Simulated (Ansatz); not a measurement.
**FGeH5OSi2: up Jacob's ladder to CCSD(T)**

The task here is to estimate one member of a computed series from the others.

Method: functionals in def2-TZVPP, the program's frozen cores in correlated methods; program: Ansatz 0.2.0, Gaussian basis.

The runs, in order: PBE-D4, r2SCAN-D4, PBE0-D4, B3LYP-D4, ωB97X-V, ωB97M-V, B2PLYP; CCSD(T)/def2-TZVPP; MP2/def2-QZVPP; extrapolation to the limit.

**The geometry**

An earlier PBE0-D4 in a triple-zeta def2 set relaxation fixed the geometry.

SMILES `F[Si@H]1[O][Ge@H]1[SiH3]`, 10 atoms, charge 0, spin multiplicity 1.

Atoms are counted from 1 here; the program's logs count them from 0.

Bond lengths: F1–Si2 1.589 Å, Si2–O3 1.623 Å, Si2–Ge4 2.261 Å, Si2–H6 1.477 Å, O3–Ge4 1.928 Å, Ge4–Si5 2.378 Å, Ge4–H7 1.542 Å, Si5–H8 1.483 Å, Si5–H9 1.487 Å, Si5–H10 1.486 Å. Angles: F1–Si2–O3 116.7°, F1–Si2–Ge4 122.0°, F1–Si2–H6 106.1°, O3–Si2–Ge4 56.7°, O3–Si2–H6 118.4°, Ge4–Si2–H6 128.2°, Si2–O3–Ge4 78.6°, Si2–Ge4–O3 44.7°, Si2–Ge4–Si5 123.4°, Si2–Ge4–H7 120.7°, O3–Ge4–Si5 107.7°, O3–Ge4–H7 107.4°, Si5–Ge4–H7 114.4°, Ge4–Si5–H8 108.6°, Ge4–Si5–H9 108.4°, Ge4–Si5–H10 110.2°, H8–Si5–H9 109.9°, H8–Si5–H10 110.2° and more.

As a file:

```xyz
10

F    -2.2594    0.7987    1.6064
Si   -0.9522   -0.0597    1.8894
O    -0.6812   -1.3221    0.9052
Ge    0.7667   -0.1435    0.4227
Si    0.5430    0.3689   -1.8884
H    -0.9209   -0.2873    3.3488
H     2.0829   -0.8558    0.7937
H    -0.8094    0.9326   -2.1194
H     1.5779    1.3734   -2.2493
H     0.7358   -0.8563   -2.7063
```

Set-up of the first run:

The input, in.yaml:

```yaml
crystal:
  periodic: [false, false, false]
  atoms:
    - {symbol: F, position_ang: [-2.259448, 0.798667, 1.606448]}
    - {symbol: Si, position_ang: [-0.952170, -0.059684, 1.889356]}
    - {symbol: O, position_ang: [-0.681180, -1.322080, 0.905245]}
    - {symbol: Ge, position_ang: [0.766723, -0.143480, 0.422719]}
    - {symbol: Si, position_ang: [0.543031, 0.368905, -1.888431]}
    - {symbol: H, position_ang: [-0.920894, -0.287339, 3.348838]}
    - {symbol: H, position_ang: [2.082881, -0.855789, 0.793706]}
    - {symbol: H, position_ang: [-0.809361, 0.932594, -2.119394]}
    - {symbol: H, position_ang: [1.577881, 1.373358, -2.249304]}
    - {symbol: H, position_ang: [0.735838, -0.856252, -2.706285]}
basis:
  gaussian: {orbitals: def2-TZVPP}
hamiltonian: {xc: pbe, dispersion: d4}
output: {forces: true, orbitals: {seedname: orbitals}}
```

Command:

```
$ ansatz run in.yaml --threads 4 --pin off --events-out ev --progress --plain --max-ram 10444MiB
```

Among the steps run: PBE-D4 (GGA); r2SCAN-D4 (meta-GGA); PBE0-D4 (hybrid); B3LYP-D4 (hybrid); ωB97X-V (range-separated); ωB97M-V (range-separated); B2PLYP (double hybrid); CCSD(T) in def2-TZVPP; MP2 in def2-QZVPP.

One of the session's tables, all rows but one given; the rest of the session is left out.

```
            method  atomisation energy (kcal/mol)
            PBE-D4                          778.4
         r2SCAN-D4                          780.0
           PBE0-D4                          763.9
          B3LYP-D4                          769.6
           ωB97X-V                              ?
           ωB97M-V                          773.7
            B2PLYP                          764.1
     HF/def2-TZVPP                          552.4
    MP2/def2-TZVPP                          769.7
   CCSD/def2-TZVPP                          744.7
CCSD(T)/def2-TZVPP                          757.7
           MP2/CBS                          793.0
       CCSD(T)/CBS                          781.0
```

**Question.** Estimate the row for ωB97X-V.

**Answer.** atomisation energy (kcal/mol): 782.2. In the column «atomisation energy (kcal/mol)» it lies between CCSD(T)/CBS (781.0) and MP2/CBS (793.0).

To keep in mind: Free atoms (1 F, 2 Si, 1 O, 1 Ge, 5 H) were run apart at each level; the atomisation energy is their sum less the molecule, without zero-point or spin-orbit terms.
